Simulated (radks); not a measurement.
# Zn⁴⁺ in [Ne] 3s2 3p5 3d9: an all-electron calculation

One table from this session's results is given with a row withheld; the runs are named, their logs left out.

Program: radks (a radial shooting solver on a logarithmic mesh, Libxc functionals) version 1. Level of theory: scalar-relativistic Kohn-Sham, PBEsol, spin-polarised, spherical densities, point nucleus; open shells are filled with parallel spins first. These are calculated values, not measurements, unless marked.

### What is computed

* element: zinc (Z = 30)
* charge: +4
* electrons: 26
* configuration: [Ne] 3s2 3p5 3d9

The outer shells:

Zn⁴⁺
```
[Ne] core
3s [↑↓]
3p [↑↓][↑↓][↑ ]
3d [↑↓][↑↓][↑↓][↑↓][↑ ]
```

Set-up of the first run:

Input:

```text
Z 30
configuration [Ne] 3s2 3p5 3d9
relativity scalar-relativistic
functional pbe_sol,pbe_sol
spin polarised
nucleus point
c 137.035999084
```

Started as:

```console
> python run_ks.py task.json out
```

All runs below come from this command, one after another.

Steps of the session up to this table: Self-consistent calculation.

One table of the session follows, with a row left open; its other results are not shown here.

It belongs to the step «Orbitals and density». From the orbitals of this run (lengths in bohr):

| level | <r> | outermost maximum (interpolated) | 90 % within | nodes |
| --- | --- | --- | --- | --- |
| 1s up | 0.05033 | 0.0329 | 0.0899 | 0 |
| 1s down | 0.05033 | 0.0329 | 0.0899 | 0 |
| 2s up | 0.2263 | 0.189 | 0.350 | 1 |
| 2s down | 0.2262 | 0.189 | 0.350 | 1 |
| 2p up | 0.1983 | 0.152 | 0.324 | 0 |
| 2p down | 0.1982 | 0.152 | 0.324 | 0 |
| 3s up | 0.6713 | 0.585 | 1.00 | 2 |
| 3s down | 0.6732 | 0.586 | 1.01 | 2 |
| 3p up | 0.6951 | 0.587 | 1.07 | 1 |
| 3p down | ? | ? | ? | ? |
| 3d up | 0.7659 | 0.548 | 1.27 | 0 |
| 3d down | 0.7759 | 0.550 | 1.30 | 0 |

Q: Estimate the row for 3p down from the others.

The run gave: <r>: 0.6981; outermost maximum (interpolated): 0.588; 90 % within: 1.07; nodes: 1. In the column «<r>» it lies between 3p up (0.6951) and 3d up (0.7659).
